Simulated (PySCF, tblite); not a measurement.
# FGeH9OSi3, a small molecule taken as a stand-in for a surface group: NMR shifts, core binding energies and electronic excitations, part 2 of 2

tblite 0.8.0 and PySCF 2.14.0. Atoms count from 0, parts from 1. Earlier steps stand in the parts before.

## (5) Core-electron binding energies: SCAN, X2C

Job settings and geometry (Å):

```
{"job": {"kind": "xps", "holes": 5}, "charge": 0, "multiplicity": 1}
Ge    -0.337257     0.087091     0.483278
Si    -1.703125     2.034802     0.690574
Si    -1.185901    -1.995275    -0.336993
O      1.059803     0.575806    -0.496447
Si     2.610592     0.007114    -0.700921
F      0.344042    -0.270455     2.062187
H     -2.197286     2.404861    -0.669009
H     -2.865796     1.726025     1.575140
H     -0.893962     3.146295     1.268074
H     -0.107810    -3.024568    -0.270822
H     -2.350726    -2.416427     0.496708
H     -1.625528    -1.807409    -1.751993
H      3.522654     0.542415     0.351735
H      3.087771     0.453448    -2.041286
H      2.631648    -1.489051    -0.645577
```

With the program's defaults for keys left out, this is: delta-SCF UKS SCAN, pcX-2 on the ionised atom, pcseg-1 elsewhere, spin-free X2C.

The log of the run:

```text
ground state, core basis on atom 1 (Si), 196 functions
  cycle   1  E = -3144.61982634  |g| = 8.94e-01
  cycle   2  E = -3143.85780552  |g| = 2.13e+00
  cycle   3  E = -3144.76557485  |g| = 1.50e-01
  cycle   4  E = -3144.76652105  |g| = 1.63e-01
  cycle   5  E = -3144.77153370  |g| = 3.10e-02
  cycle   6  E = -3144.77178646  |g| = 4.78e-03
  cycle   7  E = -3144.77179038  |g| = 1.45e-03
  cycle   8  E = -3144.77179059  |g| = 3.17e-04
  E(ground) = -3144.95561216 Eh
hole in Si 2p of atom 1
  cycle   1  E = -3140.48530156  |g| = 1.23e+00
  cycle   2  E = -3140.01989793  |g| = 1.29e+00
  cycle   3  E = -3140.72801630  |g| = 3.92e-01
  cycle   4  E = -3140.80179994  |g| = 2.46e-01
  cycle   5  E = -3140.81998141  |g| = 9.50e-02
  cycle   6  E = -3140.82493101  |g| = 2.42e-02
  cycle   7  E = -3140.82512221  |g| = 1.54e-02
  cycle   8  E = -3140.82520682  |g| = 3.20e-03
  cycle   9  E = -3140.82521159  |g| = 6.78e-04
  cycle  10  E = -3140.82521077  |g| = 3.07e-04
  E(ion) = -3141.02048641 Eh   <S^2> = 0.7534   hole on atom = 1.002   binding energy = 107.080 eV
  2p3/2 = 106.864 eV   2p1/2 = 107.487 eV
ground state, core basis on atom 2 (Si), 196 functions
  cycle   1  E = -3144.77139364  |g| = 2.87e-01
  cycle   2  E = -3144.77149841  |g| = 3.24e-02
  cycle   3  E = -3144.77149561  |g| = 2.41e-02
  cycle   4  E = -3144.77158557  |g| = 1.24e-02
  cycle   5  E = -3144.77161545  |g| = 1.31e-03
  cycle   6  E = -3144.77161703  |g| = 2.78e-04
  E(ground) = -3144.95553028 Eh
hole in Si 2p of atom 2
  cycle   1  E = -3140.48740248  |g| = 1.23e+00
  cycle   2  E = -3140.14172313  |g| = 1.23e+00
  cycle   3  E = -3140.71010879  |g| = 4.68e-01
  cycle   4  E = -3140.80709001  |g| = 2.26e-01
  cycle   5  E = -3140.82255377  |g| = 8.37e-02
  cycle   6  E = -3140.82618606  |g| = 3.83e-02
  cycle   7  E = -3140.82671613  |g| = 9.31e-03
  cycle   8  E = -3140.82674728  |g| = 2.51e-03
  cycle   9  E = -3140.82675196  |g| = 4.22e-04
  E(ion) = -3141.02222547 Eh   <S^2> = 0.7535   hole on atom = 1.002   binding energy = 107.031 eV
  2p3/2 = 106.812 eV   2p1/2 = 107.435 eV
ground state, core basis on atom 3 (O), 185 functions
  cycle   1  E = -3144.71502752  |g| = 1.13e-01
  cycle   2  E = -3144.71145461  |g| = 1.56e-01
  cycle   3  E = -3144.71536566  |g| = 5.77e-02
  cycle   4  E = -3144.71593636  |g| = 1.20e-02
  cycle   5  E = -3144.71597085  |g| = 3.75e-03
  cycle   6  E = -3144.71597270  |g| = 5.65e-04
  cycle   7  E = -3144.71597282  |g| = 1.04e-04
  E(ground) = -3144.93814552 Eh
hole in O 1s of atom 3
  cycle   1  E = -3124.11537397  |g| = 2.24e+00
  cycle   2  E = -3123.46174114  |g| = 2.31e+00
  cycle   3  E = -3124.87727825  |g| = 5.01e-01
  cycle   4  E = -3124.88887623  |g| = 4.70e-01
  cycle   5  E = -3124.96626078  |g| = 1.06e-01
  cycle   6  E = -3124.97055920  |g| = 2.39e-02
  cycle   7  E = -3124.97096314  |g| = 5.25e-03
  cycle   8  E = -3124.97097589  |g| = 1.64e-03
  cycle   9  E = -3124.97097706  |g| = 5.96e-04
  cycle  10  E = -3124.97097894  |g| = 1.31e-04
  E(ion) = -3125.19383613 Eh   <S^2> = 0.7632   hole on atom = 1.000   binding energy = 537.270 eV
ground state, core basis on atom 4 (Si), 196 functions
  cycle   1  E = -3144.77794200  |g| = 3.09e-01
  cycle   2  E = -3144.77000108  |g| = 2.35e-01
  cycle   3  E = -3144.77039696  |g| = 2.24e-01
  cycle   4  E = -3144.78022574  |g| = 2.61e-02
  cycle   5  E = -3144.78032815  |g| = 1.05e-02
  cycle   6  E = -3144.78035411  |g| = 1.36e-03
  cycle   7  E = -3144.78034964  |g| = 3.03e-04
  E(ground) = -3144.96457642 Eh
hole in Si 2p of atom 4
  cycle   1  E = -3140.49836903  |g| = 1.23e+00
  cycle   2  E = -3139.31792613  |g| = 1.46e+00
  cycle   3  E = -3140.59192563  |g| = 5.91e-01
  cycle   4  E = -3140.79443632  |g| = 2.20e-01
  cycle   5  E = -3140.80376954  |g| = 1.97e-01
  cycle   6  E = -3140.81817746  |g| = 3.73e-02
  cycle   7  E = -3140.81909956  |g| = 6.70e-03
  cycle   8  E = -3140.81912748  |g| = 2.69e-03
  cycle   9  E = -3140.81913288  |g| = 1.54e-03
  cycle  10  E = -3140.81913205  |g| = 3.43e-04
  E(ion) = -3141.01499154 Eh   <S^2> = 0.7515   hole on atom = 1.003   binding energy = 107.474 eV
  2p3/2 = 107.227 eV   2p1/2 = 107.852 eV
ground state, core basis on atom 5 (F), 185 functions
  cycle   1  E = -3144.72394608  |g| = 1.26e-01
  cycle   2  E = -3144.72275513  |g| = 1.07e-01
  cycle   3  E = -3144.72343227  |g| = 8.39e-02
  cycle   4  E = -3144.72444334  |g| = 1.08e-02
  cycle   5  E = -3144.72447741  |g| = 4.28e-03
  cycle   6  E = -3144.72447590  |g| = 4.84e-04
  E(ground) = -3144.95195521 Eh
hole in F 1s of atom 5
  cycle   1  E = -3118.40749139  |g| = 2.59e+00
  cycle   2  E = -3118.26931519  |g| = 2.18e+00
  cycle   3  E = -3119.24471929  |g| = 4.53e-01
  cycle   4  E = -3119.17172559  |g| = 6.12e-01
  cycle   5  E = -3119.32858490  |g| = 8.19e-02
  cycle   6  E = -3119.33185090  |g| = 3.01e-02
  cycle   7  E = -3119.33249272  |g| = 4.62e-03
  cycle   8  E = -3119.33249880  |g| = 1.85e-03
  cycle   9  E = -3119.33249993  |g| = 3.33e-04
  E(ion) = -3119.56760620 Eh   <S^2> = 0.7572   hole on atom = 1.000   binding energy = 690.743 eV
```

Run time: 60 s. Hardware: 1 thread of Intel Xeon Platinum 8259CL at 2.50GHz, shared host; peak memory 0.74 GiB.

Binding energies by hole, beside the orbital energy of the ground state; the difference holds orbital relaxation and, for a density functional, its self-interaction error:

```
       hole  stands for                environment  ΔSCF (eV; 2p as the shell's mean)  −ε (eV)   ⟨S²⟩
Si2p on Si1         Si1  silicon bonded to Ge, 3 H                             107.07     96.7  0.753
Si2p on Si2         Si2  silicon bonded to Ge, 3 H                             107.02     96.6  0.753
  O1s on O3          O3    oxygen bonded to Ge, Si                             537.27    516.5  0.763
Si2p on Si4         Si4   silicon bonded to O, 3 H                             107.43     96.6  0.751
  F1s on F5          F5      fluorine bonded to Ge                             690.74    665.7  0.757
```

With the spin-orbit splitting: Si1 2p3/2 106.86, 2p1/2 107.49 eV; Si2 2p3/2 106.81, 2p1/2 107.43 eV; Si4 2p3/2 107.23, 2p1/2 107.85 eV. The table gives each 2p level as the mean over the whole 2p shell (two parts 2p3/2, one part 2p1/2), which differs a little from the single hole in the log.

## (6) Excited states and response: CAM-B3LYP/def2-SVPD

The job, as its differences from that of step 5:

```diff
@@ -1,2 +1,2 @@
-{"job": {"kind": "xps", "holes": 5}, "charge": 0, "multiplicity": 1}
+{"job": {"kind": "uv", "xc": "CAM-B3LYP", "basis": "def2-SVPD", "nstates": 6, "ntriplets": 2, "ip": true}, "charge": 0, "multiplicity": 1}
 Ge    -0.337257     0.087091     0.483278
```

Method: TDDFT CAM-B3LYP/def2-SVPD, vertical, gas phase, core orbitals frozen in the response.

The log of the run:

```text
coarse grid: 59384 points
cycle   1  E = -3125.3000393303  dE = -6.410e-01  |g| = 1.002e+00  |ddm| = 4.481e+00
cycle   2  E = -3125.0796862876  dE =  2.204e-01  |g| = 1.528e+00  |ddm| = 3.101e+00
cycle   3  E = -3125.4821638084  dE = -4.025e-01  |g| = 9.129e-02  |ddm| = 1.714e+00
cycle   4  E = -3125.4833414002  dE = -1.178e-03  |g| = 6.076e-02  |ddm| = 2.513e-01
cycle   5  E = -3125.4838789089  dE = -5.375e-04  |g| = 1.453e-02  |ddm| = 7.371e-02
cycle   6  E = -3125.4839149091  dE = -3.600e-05  |g| = 4.760e-03  |ddm| = 2.284e-02
cycle   7  E = -3125.4839191076  dE = -4.198e-06  |g| = 6.736e-04  |ddm| = 7.427e-03
final grid: 119976 points
cycle   8  E = -3125.4838851350  dE = -1.670e-07  |g| = 6.003e-04  |ddm| = 3.965e-03
cycle   9  E = -3125.4838851073  dE =  2.777e-08  |g| = 7.662e-04  |ddm| = 1.551e-03
cycle  10  E = -3125.4838851967  dE = -8.943e-08  |g| = 9.828e-05  |ddm| = 7.910e-04
cycle  11  E = -3125.4838851984  dE = -1.688e-09  |g| = 2.455e-05  |ddm| = 1.293e-04
cycle  12  E = -3125.4838851986  dE = -2.010e-10  |g| = 8.784e-06  |ddm| = 7.372e-05
converged SCF energy = -3125.4838851986

Static polarisability (au): isotropic 121.207, principal 100.915 123.511 139.195

Singlet excitations
state   eV       nm        f      main configurations
  1   5.8800    210.9   0.02093   H->L 0.52, H->L+1 0.39
  2   5.9996    206.7   0.02881   H->L+1 0.56, H->L 0.34
  3   6.9033    179.6   0.72226   H->L+2 0.82, H->L 0.09
  4   7.0598    175.6   0.02664   H->L+3 0.86
  5   7.3349    169.0   0.00109   H-1->L+1 0.41, H-1->L+2 0.19, H-1->L 0.18
  6   7.5599    164.0   0.00060   H-2->L+1 0.27, H-2->L 0.24, H-2->L+2 0.18

Triplet excitations (Tamm-Dancoff, eV): 5.2448 5.4078
Vertical ionisation energy (delta-SCF) = 9.5885 eV
```

It took 2 min on 1 thread of Intel Xeon Platinum 8259CL at 2.50GHz, shared host; peak memory 1.3 GiB.

Frontier orbitals and where they lie:

```
orbital      eV                         atoms
 HOMO−3  -11.31   Si2 16 %, Ge0 15 %, F5 14 %
 HOMO−2  -10.49   Si4 26 %, O3 23 %, H14 22 %
 HOMO−1  -10.28   O3 34 %, Si4 25 %, H12 19 %
   HOMO   -8.98  Ge0 23 %, Si2 20 %, Si1 17 %
   LUMO    0.13  Ge0 25 %, Si2 22 %, Si1 21 %
 LUMO+1    0.32  Ge0 26 %, Si2 16 %, Si1 15 %
 LUMO+2    0.52  Si2 20 %, Si1 20 %, Ge0 12 %
```

With each of the 6 states as a Gaussian band of 0.4 eV half-width at 1/e, the curve within the window shown has maxima at 180 nm (ε 30,000) L/(mol cm). Beyond the last state computed it falls off for lack of states. The curve at chosen wavelengths:

| nm | ε (L/mol/cm) |
| --- | --- |
| 158 | 137 |
| 161 | 599 |
| 164 | 2054 |
| 167 | 5484 |
| 170 | 11510 |
| 173 | 19323 |
| 176 | 26445 |
| 180 | 30178 |
| 183 | 27489 |
| 186 | 21631 |
| 189 | 14979 |
| 192 | 9377 |
| 195 | 5581 |
| 198 | 3472 |
| 201 | 2532 |
| 204 | 2215 |
| 207 | 2118 |
| 210 | 2016 |
| 213 | 1825 |
| 217 | 1444 |
| 220 | 1122 |
| 223 | 819 |
| 226 | 565 |
| 229 | 369 |
| 232 | 230 |
| 235 | 137 |

Further results of this job:

```
           property  computed
  dipole moment (D)      2.24
polarisability (Å³)     17.96
 HOMO–LUMO gap (eV)      9.10
      −ε(HOMO) (eV)      8.98
```

## (7) What came out

This closing draws on all 2 parts.

| quantity | value |
| --- | --- |
| point group | C1 |
| rotational constants (main isotopes) | 1.38, 0.97, 0.72 GHz |
| ¹H shifts against TMS (PBE0/pcSseg-1) | 5.12, 5.06, 4.96, 4.02, 3.86, 3.62, 3.61, 3.57, 3.55 ppm |
| ⁷³Ge shifts against GeMe4 (PBE0/pcSseg-1) | 135 ppm |
| ²⁹Si shifts against TMS (PBE0/pcSseg-1) | -33.8, -97.7, -103.7 ppm |
| ¹⁷O shifts against H2O (PBE0/pcSseg-1) | 58.4 ppm |
| ¹⁹F shifts against CFCl3 (PBE0/pcSseg-1) | -161.7 ppm |
| Si2p binding energies, SCAN/pcX-2 | Si4 107.43, Si1 107.07, Si2 107.02 eV |
| O1s binding energies, SCAN/pcX-2 | O3 537.27 eV |
| F1s binding energies, SCAN/pcX-2 | F5 690.74 eV |
| lowest singlet (CAM-B3LYP/def2-SVPD) | 5.88 eV (211 nm), f = 0.021 |
| brightest single state of those computed | state 3, 6.90 eV, f = 0.722 |
| lowest triplet | 5.24 eV |
| vertical ionisation energy (ΔSCF) | 9.59 eV |

In words: Relaxing lowered the energy by 0.558 eV in 16 steps; the close pair that moved most is O3–Si4, from 1.581 to 1.664 Å (PBE0/def2-SVP). At PBE0/pcSseg-1: Shielding is most anisotropic at Ge0 (span 255 ppm, paramagnetic term -1564 ppm). Si4 (silicon bonded to O, 3 H) binds its Si2p electron 0.42 eV more tightly than Si2 (silicon bonded to Ge, 3 H). The first singlet state (HOMO→LUMO 0.52, HOMO→LUMO+1 0.39) lies at 5.88 eV and is weak; of the 6 states computed, the strongest absorption comes from state 3 at 6.90 eV. The lowest triplet lies 0.64 eV below the lowest singlet (triplets in Tamm-Dancoff, singlets in full TDDFT). The orbital energy would give 8.98 eV for ionisation, ΔSCF gives 9.59 eV. Spin-orbit coupling is left out, which matters for shieldings and couplings at and beside the heavy atoms. A capped cluster stands for the solid here, so long-range fields and strain are missing, and bands or shifts of the capping hydrogens have no counterpart in it.
